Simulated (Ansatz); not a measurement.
# C2H5ClO2Si: the cost of one run

Method: RKS B3LYP-D4/6-31G*, in Ansatz 0.2.0.

## 1. The structure to begin with

Bond lengths: O1–C2 1.342 Å, C2–C3 1.351 Å, C3–Cl4 1.737 Å, C3–Si5 1.893 Å, Si5–O6 1.652 Å, O1–H7 1.028 Å, C2–H8 1.076 Å, Si5–H9 1.488 Å, Si5–H10 1.481 Å, O6–H11 0.954 Å. Angles: O1–C2–C3 126.5°, O1–C2–H8 109.0°, C3–C2–H8 124.4°, C2–O1–H7 106.0°, C2–C3–Cl4 119.8°, C2–C3–Si5 121.1°, Cl4–C3–Si5 118.8°, C3–Si5–O6 110.4°, C3–Si5–H9 107.7°, C3–Si5–H10 108.9°, O6–Si5–H9 109.6°, O6–Si5–H10 111.1°, H9–Si5–H10 109.1°, Si5–O6–H11 115.6°.

Structure file:

```xyz
11

O    -0.9511    0.2155    2.5595
C    -0.3815   -0.3120    1.4648
C    -0.1503    0.3211    0.2942
Cl   -0.5289    2.0094    0.1366
Si    0.7399   -0.5514   -1.1299
O    -0.0201   -0.2357   -2.5627
H    -1.1850    1.1863    2.3170
H    -0.0892   -1.3255    1.6757
H     2.1334   -0.0317   -1.1792
H     0.7738   -2.0061   -0.8536
H    -0.2757    0.6732   -2.7019
```

## 2. Relaxing end A

input.yaml reads:

```yaml
crystal:
  periodic: [false, false, false]
  atoms:
    - { symbol: O, position_ang: [-0.9511, 0.2155, 2.5595] }
    - { symbol: C, position_ang: [-0.3815, -0.312, 1.4648] }
    - { symbol: C, position_ang: [-0.1503, 0.3211, 0.2942] }
    - { symbol: Cl, position_ang: [-0.5289, 2.0094, 0.1366] }
    - { symbol: Si, position_ang: [0.7399, -0.5514, -1.1299] }
    - { symbol: O, position_ang: [-0.0201, -0.2357, -2.5627] }
    - { symbol: H, position_ang: [-1.185, 1.1863, 2.317] }
    - { symbol: H, position_ang: [-0.0892, -1.3255, 1.6757] }
    - { symbol: H, position_ang: [2.1334, -0.0317, -1.1792] }
    - { symbol: H, position_ang: [0.7738, -2.0061, -0.8536] }
    - { symbol: H, position_ang: [-0.2757, 0.6732, -2.7019] }
basis:
  gaussian: { orbitals: "6-31G*" }
hamiltonian:
  xc: b3lyp
  dispersion: d4
relax:
  f_tol: 0.015
  max_steps: 40
output:
  orbitals: {}
```

Command:

```sh
> ansatz run input.yaml --threads 2 --pin off --max-ram 3072MiB --backend cpu --events-out ev --progress --plain --runs-dir out
```

**Question.** How long does this run take on 2 threads of Intel Xeon 6975P-C (Granite Rapids), shared host, and how much memory does it need?

About 31 s, with a peak of 0.28 GiB.
